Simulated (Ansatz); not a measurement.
**H₇InNSbSi: ionisation energy by level of theory**

How much energy removes an electron from H₇InNSbSi at fixed geometry? The cation is run at each level and the neutral's energy taken from earlier runs.

Method: unrestricted cation, the program's frozen cores in correlated methods; program: Ansatz 0.2.0, Gaussian basis.

The runs, in order: UKS PBE-D4/def2-TZVPP; UKS r2SCAN-D4/def2-TZVPP; UKS PBE0-D4/def2-TZVPP; UKS B3LYP-D4/def2-TZVPP; UKS wB97X-V/def2-TZVPP; UKS wB97M-V/def2-TZVPP; UKS B2PLYP/def2-TZVPP; UHF-CCSD(T)/def2-TZVPP; UHF-MP2/def2-QZVPP; extrapolation to the limit; then −ε(HOMO) from the neutral's earlier runs with LDA (SPW92), PBE-D4, revPBE-D4, BLYP-D4, r2SCAN-D4, B97M-V, PBE0-D4, B3LYP-D4, r2SCANh-D4, r2SCAN0-D4, HSE06-D4, BHLYP-D4, CAM-B3LYP-D4, LC-ωPBE, ωB97X-V, ωB97M-V.

### 1 The relaxed structure

All runs share one geometry, relaxed beforehand with PBE0-D4 in a triple-zeta def2 set. Sb, In take the def2 core potential; no spin-orbit term is included.

SMILES `[NH2][Sb]([SiH3])[InH2]`, 11 atoms, charge 0, spin multiplicity 1.

Atoms are counted from 1 here; the program's logs count them from 0.

Bond lengths: N1–Sb2 2.076 Å, N1–H5 1.014 Å, N1–H6 1.013 Å, Sb2–Si3 2.591 Å, Sb2–In4 2.783 Å, Si3–H7 1.513 Å, Si3–H8 1.487 Å, Si3–H9 1.484 Å, In4–H10 1.723 Å, In4–H11 1.722 Å. Angles: Sb2–N1–H5 109.6°, Sb2–N1–H6 111.1°, H5–N1–H6 107.0°, N1–Sb2–Si3 89.9°, N1–Sb2–In4 91.3°, Si3–Sb2–In4 71.7°, Sb2–Si3–H7 111.4°, Sb2–Si3–H8 112.3°, Sb2–Si3–H9 110.6°, H7–Si3–H8 105.2°, H7–Si3–H9 105.9°, H8–Si3–H9 111.1°, Sb2–In4–H10 116.1°, Sb2–In4–H11 119.4°, H10–In4–H11 124.5°.

### 2 Cation, UKS PBE-D4/def2-TZVPP

Input file in.yaml:

```yaml
crystal:
  periodic: [false, false, false]
  atoms:
    - {symbol: N, position_ang: [-1.703215, 1.221332, -0.359766]}
    - {symbol: Sb, position_ang: [-1.126931, 0.023033, 1.234739]}
    - {symbol: Si, position_ang: [1.353346, 0.611856, 0.772537]}
    - {symbol: In, position_ang: [-0.081236, -1.887840, -0.496883]}
    - {symbol: H, position_ang: [-2.258281, 1.997596, -0.018308]}
    - {symbol: H, position_ang: [-2.282772, 0.706211, -1.011629]}
    - {symbol: H, position_ang: [1.874834, -0.110210, -0.450995]}
    - {symbol: H, position_ang: [2.248657, 0.193144, 1.883747]}
    - {symbol: H, position_ang: [1.502130, 2.060118, 0.484418]}
    - {symbol: H, position_ang: [-0.480698, -1.699603, -2.162665]}
    - {symbol: H, position_ang: [0.954167, -3.115636, 0.124804]}
basis:
  gaussian: {orbitals: def2-TZVPP}
total_charge: 1
magnetization: {spin_polarized: true, initial_magnetization: 1}
hamiltonian: {xc: pbe, dispersion: d4}
```

Command:

```sh
$ ansatz run in.yaml --threads 2 --pin off --events-out ev --progress --plain --max-ram 32768MiB --backend cuda --devices 0, --max-vram 18GiB
```

Further steps of the session: Cation, UKS r2SCAN-D4/def2-TZVPP; Cation, UKS PBE0-D4/def2-TZVPP; Cation, UKS B3LYP-D4/def2-TZVPP; Cation, UKS wB97X-V/def2-TZVPP; Cation, UKS wB97M-V/def2-TZVPP; Cation, UKS B2PLYP (frozen core)/def2-TZVPP; Cation, UHF-CCSD(T)/def2-TZVPP; Cation, UHF-MP2/def2-QZVPP.

Q: Predict the results of all the runs planned. Wanted: ionisation energy, CCSD(T)/CBS; nearest functional by difference; nearest −ε(HOMO); −ε(HOMO) of PBE; T1 of the cation.

The runs gave:

```
                        quantity               value
  ionisation energy, CCSD(T)/CBS             8.49 eV
nearest functional by difference  ωB97X-V (-0.22 eV)
                nearest −ε(HOMO)  ωB97X-V (+0.03 eV)
                 −ε(HOMO) of PBE             5.42 eV
                T1 of the cation               0.057
```

What this shows: Energy differences with functionals land within 0.50 eV of the reference. The PBE orbital energy is 3.1 eV too small: a semilocal HOMO is no ionisation energy. Among orbital estimates ωB97X-V comes nearest. Hartree-Fock falls 1.07 eV short, as the neutral has more correlation energy than the cation. The cation's T1 (from the report) is 0.057, above the customary mark of 0.045 for open shells, so the coupled-cluster value is less safe. Correlated methods include outer-core shells of In, Sb, which these sets cover unevenly. With outer-core shells in play the reference is unsure by up to some tenths of an eV, so close misses can't be ranked.
